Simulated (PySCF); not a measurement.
# C2H8B2OS: electronic excitations and core binding energies

Wanted: the electronic excitations and core binding energies of C2H8B2OS (`BOBSCC`), by calculation.

Programs: PySCF 2.14.0, with density-fitted response routines of our own. Each step states its level of theory. These are calculated values for one molecule in the gas phase, unless marked as measured. Atoms count from 0, in the outputs and in this text.

## 1. The molecule as given

14 atoms, charge 0, multiplicity 1; geometry from: GFN2-xTB.

Bonds of the start (Å): B0–O1 1.30, O1–B2 1.30, B2–S3 1.81, S3–C4 1.84, C4–C5 1.52, B0–H6 1.18, B0–H7 1.18, B2–H8 1.17, C4–H9 1.09, C4–H10 1.09, C5–H11 1.09, C5–H12 1.09, C5–H13 1.09.

## 2. Excited states and response: wB97X-D/def2-SVPD

The job: settings as JSON, then the geometry in Å.

```
{"job": {"kind": "uv", "xc": "wB97X-D", "basis": "def2-SVPD", "nstates": 8, "ntriplets": 3}, "charge": 0, "multiplicity": 1}
B     -2.465104    -0.275589     0.835778
O     -1.873548    -0.641008    -0.264248
B     -1.190161    -0.959028    -1.325049
S      0.593033    -0.682889    -1.415648
C      0.994373     0.041388     0.231037
C      2.222139     0.926497     0.135072
H     -2.561694    -1.047287     1.723217
H     -2.898285     0.819380     0.923467
H     -1.692838    -1.434124    -2.272512
H      0.125829     0.607475     0.567869
H      1.165969    -0.791766     0.913310
H      2.048109     1.742947    -0.561488
H      3.074521     0.351579    -0.217507
H      2.456979     1.341951     1.113342
```

Level: TDDFT wB97X-D/def2-SVPD, vertical, gas phase, core orbitals frozen in the response.

Started as:

```sh
OMP_NUM_THREADS=1 python probes_run.py task.json out
```

The driver reads the jobs from task.json and runs them one after another.

**Question.** This job is followed by: delta-SCF UKS SCAN, pcX-2 on the ionised atom, pcseg-1 elsewhere, spin-free X2C. Predict these results of the whole session: lowest singlet (wB97X-D/def2-SVPD); brightest single state of those computed; lowest triplet; C1s binding energies, SCAN/pcX-2; O1s binding energies, SCAN/pcX-2; B1s binding energies, SCAN/pcX-2 (standing for 1 of 2 atoms); S1s binding energies, SCAN/pcX-2; S2p binding energies, SCAN/pcX-2.

**Answer**, as computed:

| quantity | value |
| --- | --- |
| lowest singlet (wB97X-D/def2-SVPD) | 5.83 eV (213 nm), f = 0.001 |
| brightest single state of those computed | state 7, 7.74 eV, f = 0.290 |
| lowest triplet | 5.30 eV |
| C1s binding energies, SCAN/pcX-2 | C4 291.38, C5 290.91 eV |
| O1s binding energies, SCAN/pcX-2 | O1 539.52 eV |
| B1s binding energies, SCAN/pcX-2 (standing for 1 of 2 atoms) | B2 196.72 eV |
| S1s binding energies, SCAN/pcX-2 | S3 2476.67 eV |
| S2p binding energies, SCAN/pcX-2 | S3 169.22 eV |

What this shows: The first singlet state (HOMO→LUMO 0.62, HOMO−2→LUMO 0.34) lies at 5.83 eV and is dark; of the 8 states computed, the strongest absorption comes from state 7 at 7.74 eV. The lowest triplet lies 0.53 eV below the lowest singlet (triplets in Tamm-Dancoff, singlets in full TDDFT). C4 (sp3 CH2 bonded to S) binds its C1s electron 0.47 eV more tightly than C5 (methyl carbon).
